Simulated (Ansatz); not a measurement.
Run this with Ansatz 0.2.0 through its Python package and show what comes out.

`scan.py`
```python
"""Potential curve of H4NPSSi along one bond."""

import warnings

import ansatz as az
import numpy as np

GEOMETRY = """
S    -1.27240    1.42340   -0.35340
P     0.67770    0.87020   -0.67330
N     0.80820    0.07090    0.71200
Si    0.51270   -1.47110    0.46110
H    -1.37150    2.40270   -1.33670
H     0.29460    0.50920    1.46960
H     1.39040   -2.18520   -0.44880
H    -0.94740   -1.67730    0.11370
"""

warnings.simplefilter("ignore", az.DeckWarning)

geometry = az.Crystal.molecule()
for line in GEOMETRY.strip().splitlines():
    symbol, *xyz = line.split()
    geometry = geometry.atom(symbol, [float(v) for v in xyz])

symbols = [site.symbol for site in geometry.cartesian_sites]
start = np.array([site.position_ang for site in geometry.cartesian_sites])
axis = (start[6] - start[3]) / np.linalg.norm(start[6] - start[3])
moving = [6]
lengths, energies = [1.278, 1.336, 1.394, 1.452, 1.51, 1.568, 1.626, 1.713], []
for length in lengths:
    xyz = start.copy()
    xyz[moving] += (length - np.linalg.norm(start[6] - start[3])) * axis
    point = az.Crystal.molecule()
    for symbol, place in zip(symbols, xyz):
        point = point.atom(symbol, place.tolist())
    setup = (
        point.calculation()
        .basis(gaussian="def2-SVP")
        .functional("r2scan0")
    )
    data = setup.run(threads=1, pin="off").report
    energies.append(data["free_energy_ev"])
    print(f"r = {length:6.3f} A  E = {energies[-1]:.5f} eV  <S^2> = {abs(data['mean_field']['state']['spin_squared']):.3f}")

# quartic fit about the minimum
fit = np.polynomial.Polynomial.fit(lengths, np.array(energies) - min(energies), 4).convert()
roots = [r.real for r in fit.deriv().roots() if abs(r.imag) < 1e-9 and fit.deriv(2)(r.real) > 0]
r_e = min(roots, key=lambda r: abs(r - lengths[int(np.argmin(energies))]))
print(f"minimum of the fit at {r_e:.4f} A, force constant {fit.deriv(2)(r_e):.2f} eV/A^2")
```

```console
$ python scan.py
r =  1.278 A  E = -29540.46064 eV  <S^2> = 0.000
r =  1.336 A  E = -29540.74278 eV  <S^2> = 0.000
r =  1.394 A  E = -29540.90725 eV  <S^2> = 0.000
r =  1.452 A  E = -29540.97890 eV  <S^2> = 0.000
r =  1.510 A  E = -29540.97789 eV  <S^2> = 0.000
r =  1.568 A  E = -29540.92055 eV  <S^2> = 0.000
r =  1.626 A  E = -29540.82000 eV  <S^2> = 0.000
r =  1.713 A  E = -29540.61052 eV  <S^2> = 0.000
minimum of the fit at 1.4792 A, force constant 19.12 eV/A^2
```

Caveats:
- Total energies depend on the basis set; only differences at equal settings carry meaning.
- The rest of the molecule is held rigid at a force-field or estimated start geometry, and the basis set is modest; single-reference methods fail as a bond breaks.
- The orbitals are restricted, so S² is zero by construction.
- It ran for 72 s on 1 thread of Arm Neoverse N1, with other jobs on the host, peak memory 0.26 GiB.
